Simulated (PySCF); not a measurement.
# SmBr2: other functionals and bases at one geometry

The task here is to estimate one member of a computed series from the others.

Program: PySCF 2.14.0. Level of theory: several levels, as the steps say, no spin–orbit coupling. These are calculated values, not measurements.

1 further run of the same task is left out (for a known fault of the program).

## Starting geometry

3 atoms, charge 0, spin multiplicity 1.

Bond lengths: Sm1–Br2 2.800 Å, Sm1–Br3 2.800 Å. Angles: Br2–Sm1–Br3 144.3°.

Geometry (Å):

```xyz
3
charge 0, multiplicity 1
Sm    0.0000    0.0000   -0.3825
Br    2.6652    0.0000    0.4757
Br   -2.6652    0.0000    0.4757
```

Formal oxidation states: Sm +2. Each metal's 6 4f electrons lie in its core potential, so multiplicities, spins and levels count the valence alone. An earlier session relaxed this geometry at PBE0, Sm lcecp-0-SVP with ECP52, Br def2-SVP (singlet, point group C2v).

At PBE0 on the finer grid: E = -5176.111869 Eh, frontier levels not given, since the 4f levels lie in the core, Mulliken charge on Sm1 +0.87 e, largest force component 0.005 eV/Å. 

Levels to run: BP86; PBE; PBE0, TZVP. Hardware: 2 threads of Arm Neoverse V1, shared host.

Set-up of the first run:

File run.py (the lines that set the calculation):

```python
mol = gto.M(atom='''
Sm     0.00000     0.00000    -0.38247
Br     2.66522     0.00000     0.47572
Br    -2.66522     0.00000     0.47572''',
    basis={'Sm': 'lcecp-0-SVP', 'Br': 'def2-SVP'},
    ecp={'Sm': 'lcecp-0-SVP'},
    charge=0, spin=0)
mf = dft.RKS(mol, xc='B88,P86')
mf.grids.atom_grid = (75, 302)  # f atoms: unpruned, at least (60, 302)
mf = mf.density_fit()  # fitting sets: Sm AutoAux, Br def2-universal-JKFIT
mf.conv_tol = 1e-08; mf.max_cycle = 55
mf.kernel(dm0)  # dm0: the density of the relaxed state
```

On the command line:

```sh
OMP_NUM_THREADS=2 python run.py
```

Steps of the session up to this table: BP86; PBE; PBE0, TZVP.

One of the session's tables, all rows but one given; the rest of the session is left out.

```
              level  charge on Sm1 (e)  dipole (D)  largest force component (eV/Å)
PBE0 (relaxed here)               0.87        4.98                            0.01
               BP86                  ?           ?                               ?
                PBE               0.73        4.71                            0.07
         PBE0, TZVP               1.21        5.04                            0.04
```

**Question.** Estimate the row for BP86.

The run gave: charge on Sm1 (e): 0.74; dipole (D): 4.74; largest force component (eV/Å): 0.07. In the column «charge on Sm1 (e)» it lies between PBE (0.73) and PBE0 (relaxed here) (0.87).

The largest leftover force, 0.07 eV/Å with BP86, stands at a geometry relaxed at another level. With 4f in the core, its levels are missing from HOMO and gap, and its count is fixed, so no charge can pass from the ligands into it. Total energies of different levels can't be compared.
